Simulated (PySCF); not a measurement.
# Aluminium: the same states on changed settings

These states were run before on sound settings. What differs here: the spin-free X2C one-electron Hamiltonian (Gaussian nucleus), unsound on purpose. What does it move?

The numbers are computed with PySCF 2.14.0 (unrestricted determinants in a Gaussian basis, no spin-orbit coupling in the energies), except any that are marked as measured or tabulated.

### Step 1. The system

- Element: aluminium (Z = 13)
- Basis: def2-TZVP (5s5p2d1f, 37 functions)
- Hamiltonian: scalar relativity by spin-free X2C-1e
- State 1: Al⁺: [Ne] 3s2, closed-shell 1S
- State 2: Al²⁺: [Ne] 3s1, 2S determinant
- Methods: UHF, M06-L, LDA, MP2, CCSD(T)
- Core shells frozen in the correlated runs: valence: [Ne] (for Al⁺)

The outer shells:

Al+ [Ne] 3s2
```
[Ne] core
3s [↑↓]
```

Al2+ [Ne] 3s1
```
[Ne] core
3s [↑ ]
```

The sound run (def2-TZVP, the non-relativistic Hamiltonian (point nucleus), symmetry-adapted start, fine grid, valence correlation) gave:

```tsv
species	method	energy (hartree)
Al⁺	UHF	-241.66873
Al⁺	M06-L	-242.13213
Al⁺	LDA	-241.09000
Al⁺	MP2 (valence)	-241.69600
Al⁺	CCSD(T) (valence)	-241.70808
Al²⁺	UHF	-241.02454
Al²⁺	M06-L	-241.44542
Al²⁺	LDA	-240.39477
```

The runs were made by one driver on top of PySCF. The scripts below sum up each run's settings (the driver also hands on starting orbitals that pick excited configurations, and frozen orbitals as a list rather than a count), and the logs come from the driver's own runs. The driver starts from symmetry-adapted Hartree-Fock orbitals, holds the occupation by maximum overlap and uses a logarithmic radial grid for functionals, so a plain start would take other cycles.

It was started by

```sh
OMP_NUM_THREADS=1 python atomrun2.py TASK.json OUT
```

The integrals over 37 functions and the set-up took 0.03 s of CPU time.

### Step 2. Changed run, Al⁺: the ladder of methods

UHF:

input.py

```python
from pyscf import gto, scf, dft, mp, cc
import basis_set_exchange as bse
mol = gto.M(atom="Al 0 0 0", charge=1, spin=0, symmetry="D2h",
            basis=gto.basis.parse(bse.get_basis("def2-TZVP", elements=["Al"], fmt="nwchem", header=False)),
            nucmod="G")
mf = scf.UHF(mol).sfx2c1e()
mf.irrep_nelec = {'Ag': (3, 3), 'B1u': (1, 1), 'B2u': (1, 1), 'B3u': (1, 1)}
mf.kernel()
```

The log of the run:

```text
damping factor = 0
level_shift factor = 0
DIIS = <class 'pyscf.scf.diis.CDIIS'>
diis_start_cycle = 1
diis_space = 10
diis_damp = 0
SCF conv_tol = 1e-09
SCF conv_tol_grad = None
number electrons alpha = 6  beta = 6
cycle= 1 E= -242.064656360873  delta_E= -1.65e-12  |g|= 4.23e-07  |ddm|= 4.55e-06
converged SCF energy = -242.064656360873  <S^2> = -1.2434498e-14  2S+1 = 1
```

Time after the integrals: 0.06 s (1 thread of Neoverse-V2, shared host).

The occupied shells:

```tsv
shell	electrons	mean orbital energy (eV)	spread (eV)	rms radius (bohr)
1s	2	-1603.9	0	0.139
2s	2	-142.46	0	0.677
2p	6	-95.908	0	0.674
3s	2	-17.775	0	2.61
```

⟨S²⟩ = 0.000, ⟨L²⟩ = 0.00.

M06-L:

input.py, as changed from the run before:

```diff
@@ -5,3 +5,3 @@
             nucmod="G")
-mf = scf.UHF(mol).sfx2c1e()
+mf = dft.UKS(mol, xc="M06L").sfx2c1e()
 mf.irrep_nelec = {'Ag': (3, 3), 'B1u': (1, 1), 'B2u': (1, 1), 'B3u': (1, 1)}
```

The log of the run:

```text
damping factor = 0
level_shift factor = 0
DIIS = <class 'pyscf.scf.diis.CDIIS'>
diis_start_cycle = 1
diis_space = 10
diis_damp = 0
SCF conv_tol = 1e-09
SCF conv_tol_grad = None
number electrons alpha = 6  beta = 6
XC functionals = M06L
    Y. Zhao and D. G. Truhlar.,  J. Chem. Phys. 125, 194101 (2006)
    Y. Zhao and D. G. Truhlar.,  J. Chem. Phys. 125, 194101 (2006)
    Y. Zhao and D. G. Truhlar.,  Theor. Chem. Acc. 120, 215 (2008)
cycle= 1 E= -242.528474378138  delta_E= -0.00417  |g|= 0.0142  |ddm|= 0.235
cycle= 2 E= -242.528487541907  delta_E= -1.32e-05  |g|= 0.00618  |ddm|= 0.0083
cycle= 3 E= -242.528491638503  delta_E= -4.1e-06  |g|= 0.000572  |ddm|= 0.00189
cycle= 4 E= -242.528491675544  delta_E= -3.7e-08  |g|= 6.35e-06  |ddm|= 0.000233
cycle= 5 E= -242.528491675552  delta_E= -7.19e-12  |g|= 1.01e-07  |ddm|= 6.44e-06
converged SCF energy = -242.528491675552  <S^2> = -1.2434498e-14  2S+1 = 1
```

It took 0.28 s on 1 thread of Neoverse-V2, shared host, the integrals not counted.

LDA:

input.py, as changed from the run before:

```diff
@@ -5,3 +5,3 @@
             nucmod="G")
-mf = dft.UKS(mol, xc="M06L").sfx2c1e()
+mf = dft.UKS(mol, xc="LDA,VWN").sfx2c1e()
 mf.irrep_nelec = {'Ag': (3, 3), 'B1u': (1, 1), 'B2u': (1, 1), 'B3u': (1, 1)}
```

The log of the run:

```text
damping factor = 0
level_shift factor = 0
DIIS = <class 'pyscf.scf.diis.CDIIS'>
diis_start_cycle = 1
diis_space = 10
diis_damp = 0
SCF conv_tol = 1e-09
SCF conv_tol_grad = None
number electrons alpha = 6  beta = 6
XC functionals = LDA,VWN
    P. A. M. Dirac.,  Math. Proc. Cambridge Philos. Soc. 26, 376 (1930)
    F. Bloch.,  Z. Phys. 57, 545 (1929)
    S. H. Vosko, L. Wilk, and M. Nusair.,  Can. J. Phys. 58, 1200 (1980)
cycle= 1 E= -241.486870958816  delta_E= -0.00999  |g|= 0.0414  |ddm|= 0.175
cycle= 2 E= -241.486985655694  delta_E= -0.000115  |g|= 0.0275  |ddm|= 0.0172
cycle= 3 E= -241.487065921213  delta_E= -8.03e-05  |g|= 0.000276  |ddm|= 0.00844
cycle= 4 E= -241.487065929774  delta_E= -8.56e-09  |g|= 4.74e-06  |ddm|= 7.94e-05
cycle= 5 E= -241.487065929779  delta_E= -4.97e-12  |g|= 1.91e-07  |ddm|= 9.15e-06
converged SCF energy = -241.487065929779  <S^2> = -1.2434498e-14  2S+1 = 1
```

It took 0.09 s on 1 thread of Neoverse-V2, shared host, the integrals not counted.

MP2 (valence):

input.py, as changed from the run before:

```diff
@@ -5,4 +5,5 @@
             nucmod="G")
-mf = dft.UKS(mol, xc="LDA,VWN").sfx2c1e()
+mf = scf.UHF(mol).sfx2c1e()
 mf.irrep_nelec = {'Ag': (3, 3), 'B1u': (1, 1), 'B2u': (1, 1), 'B3u': (1, 1)}
 mf.kernel()
+mp.UMP2(mf, frozen=5).kernel()
```

The driver printed no log here.

Time after the integrals: 0.01 s (1 thread of Neoverse-V2, shared host).

With 2 electrons correlated, the MP2 correlation energy is -0.02726 hartree (0.00000 same spin, -0.02726 opposite spin); the SCS form gives -0.03272. Largest pairs of shells: 3s-3s -0.0273.

CCSD(T) (valence):

input.py, as changed from the run before:

```diff
@@ -8,2 +8,3 @@
 mf.kernel()
-mp.UMP2(mf, frozen=5).kernel()
+mycc = cc.CCSD(mf, frozen=5).run()
+mycc.ccsd_t()
```

The log of the run:

```text
CC2 = 0
CCSD nocc = 1, nmo = 32
frozen orbitals [0, 1, 2, 3, 4]
max_cycle = 100
direct = 0
conv_tol = 1e-08
conv_tol_normt = 1e-06
diis_space = 8
diis_start_cycle = 0
Init t2, MP2 energy = -242.091921173739  E_corr(MP2) -0.027264812865709
Init E_corr(CCSD) = -0.0272648128657399
cycle = 1  E_corr(CCSD) = -0.0341933208904236  dE = -0.00692850802  norm(t1,t2) = 0.0482857
cycle = 2  E_corr(CCSD) = -0.0369121694193983  dE = -0.00271884853  norm(t1,t2) = 0.0227021
cycle = 3  E_corr(CCSD) = -0.0393202541674418  dE = -0.00240808475  norm(t1,t2) = 0.0111931
cycle = 4  E_corr(CCSD) = -0.0392941687946571  dE = 2.60853728e-05  norm(t1,t2) = 0.000661058
cycle = 5  E_corr(CCSD) = -0.0393059133098524  dE = -1.17445152e-05  norm(t1,t2) = 5.93963e-05
cycle = 6  E_corr(CCSD) = -0.0393018186571314  dE = 4.09465272e-06  norm(t1,t2) = 1.48518e-05
cycle = 7  E_corr(CCSD) = -0.0393026612863833  dE = -8.42629252e-07  norm(t1,t2) = 3.82057e-06
cycle = 8  E_corr(CCSD) = -0.0393025903492688  dE = 7.09371146e-08  norm(t1,t2) = 3.86281e-07
cycle = 9  E_corr(CCSD) = -0.0393025862201836  dE = 4.12908519e-09  norm(t1,t2) = 3.02527e-08
CCSD converged
E(CCSD) = -242.1039589470931  E_corr = -0.03930258622018356
```

Time after the integrals: 0.08 s (1 thread of Neoverse-V2, shared host).

CCSD correlation -0.03930 hartree, triples 0.00000; total -242.103959. T1 = 0.009, largest double amplitude 0.112. With two correlated electrons the triples vanish and CCSD is exact in this space.

### Step 3. Changed run, Al²⁺: the ladder of methods

UHF:

input.py

```python
from pyscf import gto, scf, dft, mp, cc
import basis_set_exchange as bse
mol = gto.M(atom="Al 0 0 0", charge=2, spin=1, symmetry="D2h",
            basis=gto.basis.parse(bse.get_basis("def2-TZVP", elements=["Al"], fmt="nwchem", header=False)),
            nucmod="G")
mf = scf.UHF(mol).sfx2c1e()
mf.irrep_nelec = {'Ag': (3, 2), 'B1u': (1, 1), 'B2u': (1, 1), 'B3u': (1, 1)}
mf.kernel()
```

The log of the run:

```text
damping factor = 0
level_shift factor = 0
DIIS = <class 'pyscf.scf.diis.CDIIS'>
diis_start_cycle = 1
diis_space = 10
diis_damp = 0
SCF conv_tol = 1e-09
SCF conv_tol_grad = None
number electrons alpha = 6  beta = 5
cycle= 1 E= -241.419343283301  delta_E= -8.64e-12  |g|= 1.84e-06  |ddm|= 4.73e-06
converged SCF energy = -241.419343283301  <S^2> = 0.75004149  2S+1 = 2.0000415
```

It took 0.06 s on 1 thread of Neoverse-V2, shared host, the integrals not counted.

Orbital energies by shell (radii are means over both spins):

```tsv
shell	electrons	mean orbital energy (eV)	spread (eV)	rms radius (bohr)
1s α	1	-1616.5	0	0.139
1s β	1	-1616.2	0	0.139
2s α	1	-154.79	0	0.676
2s β	1	-154.08	0	0.676
2p α	3	-108.20	0	0.671
2p β	3	-107.93	0	0.671
3s α	1	-28.082	0	2.39
```

⟨S²⟩ = 0.750, ⟨L²⟩ = 0.00.

M06-L:

input.py, as changed from the run before:

```diff
@@ -5,3 +5,3 @@
             nucmod="G")
-mf = scf.UHF(mol).sfx2c1e()
+mf = dft.UKS(mol, xc="M06L").sfx2c1e()
 mf.irrep_nelec = {'Ag': (3, 2), 'B1u': (1, 1), 'B2u': (1, 1), 'B3u': (1, 1)}
```

The log of the run:

```text
damping factor = 0
level_shift factor = 0
DIIS = <class 'pyscf.scf.diis.CDIIS'>
diis_start_cycle = 1
diis_space = 10
diis_damp = 0
SCF conv_tol = 1e-09
SCF conv_tol_grad = None
number electrons alpha = 6  beta = 5
XC functionals = M06L
    Y. Zhao and D. G. Truhlar.,  J. Chem. Phys. 125, 194101 (2006)
    Y. Zhao and D. G. Truhlar.,  J. Chem. Phys. 125, 194101 (2006)
    Y. Zhao and D. G. Truhlar.,  Theor. Chem. Acc. 120, 215 (2008)
cycle= 1 E= -241.840547119852  delta_E= -0.00187  |g|= 0.00965  |ddm|= 0.117
cycle= 2 E= -241.840553192483  delta_E= -6.07e-06  |g|= 0.00428  |ddm|= 0.00294
cycle= 3 E= -241.840555088718  delta_E= -1.9e-06  |g|= 0.000283  |ddm|= 0.00101
cycle= 4 E= -241.840555097594  delta_E= -8.88e-09  |g|= 1.03e-05  |ddm|= 0.00011
cycle= 5 E= -241.840555097608  delta_E= -1.39e-11  |g|= 5.15e-07  |ddm|= 6.82e-06
converged SCF energy = -241.840555097608  <S^2> = 0.75034923  2S+1 = 2.0003492
```

It took 0.28 s on 1 thread of Neoverse-V2, shared host, the integrals not counted.

LDA:

input.py, as changed from the run before:

```diff
@@ -5,3 +5,3 @@
             nucmod="G")
-mf = dft.UKS(mol, xc="M06L").sfx2c1e()
+mf = dft.UKS(mol, xc="LDA,VWN").sfx2c1e()
 mf.irrep_nelec = {'Ag': (3, 2), 'B1u': (1, 1), 'B2u': (1, 1), 'B3u': (1, 1)}
```

The log of the run:

```text
damping factor = 0
level_shift factor = 0
DIIS = <class 'pyscf.scf.diis.CDIIS'>
diis_start_cycle = 1
diis_space = 10
diis_damp = 0
SCF conv_tol = 1e-09
SCF conv_tol_grad = None
number electrons alpha = 6  beta = 5
XC functionals = LDA,VWN
    P. A. M. Dirac.,  Math. Proc. Cambridge Philos. Soc. 26, 376 (1930)
    F. Bloch.,  Z. Phys. 57, 545 (1929)
    S. H. Vosko, L. Wilk, and M. Nusair.,  Can. J. Phys. 58, 1200 (1980)
cycle= 1 E= -240.790354061161  delta_E= -0.00881  |g|= 0.0402  |ddm|= 0.121
cycle= 2 E= -240.79047471321  delta_E= -0.000121  |g|= 0.0266  |ddm|= 0.0219
cycle= 3 E= -240.790548325422  delta_E= -7.36e-05  |g|= 0.000502  |ddm|= 0.00558
cycle= 4 E= -240.79054835823  delta_E= -3.28e-08  |g|= 3.16e-06  |ddm|= 0.000149
cycle= 5 E= -240.790548358232  delta_E= -2.19e-12  |g|= 1.22e-07  |ddm|= 5.65e-06
converged SCF energy = -240.790548358232  <S^2> = 0.7500399  2S+1 = 2.0000399
```

It took 0.09 s on 1 thread of Neoverse-V2, shared host, the integrals not counted.

### Step 4. What moved

```tsv
species	method	converged	energy less sound run (eV)
Al⁺	UHF	yes	-10.7736
Al⁺	M06-L	yes	-10.7854
Al⁺	LDA	yes	-10.8047
Al⁺	MP2 (valence)	yes	-10.7735
Al⁺	CCSD(T) (valence)	yes	-10.7724
Al²⁺	UHF	yes	-10.7432
Al²⁺	M06-L	yes	-10.7522
Al²⁺	LDA	yes	-10.7696
```

Ionisation energy of Al⁺:

```tsv
method	sound run (eV)	changed run (eV)	shift (eV)
UHF	17.529	17.560	+0.030
M06-L	18.686	18.720	+0.033
LDA	18.918	18.953	+0.035
MP2	18.271	18.302	+0.030
SCS-MP2	18.420	18.450	+0.030
CCSD	18.600	18.629	+0.029
CCSD(T)	18.600	18.629	+0.029
CCSDT	18.600	18.629	+0.029
FCI	18.600	18.629	+0.029
```

### Step 5. What came out

```
                                 quantity                                                          value
                                   change  the spin-free X2C one-electron Hamiltonian (Gaussian nucleus)
                           runs converged                                                         8 of 8
largest shift of a converged total energy                                                        10.8 eV
   largest shift of the ionisation energy                                                +0.035 eV (LDA)
```

In words: The ionisation energy moves by up to 0.04 eV, at LDA. Most of the change in total energy is the relativistic energy itself. On top of that the contraction fixes the core shape for the Hamiltonian it was made with, so the changed run is not a good calculation with the other Hamiltonian either. The setting is unsound on purpose, so these numbers are no properties of the atom.
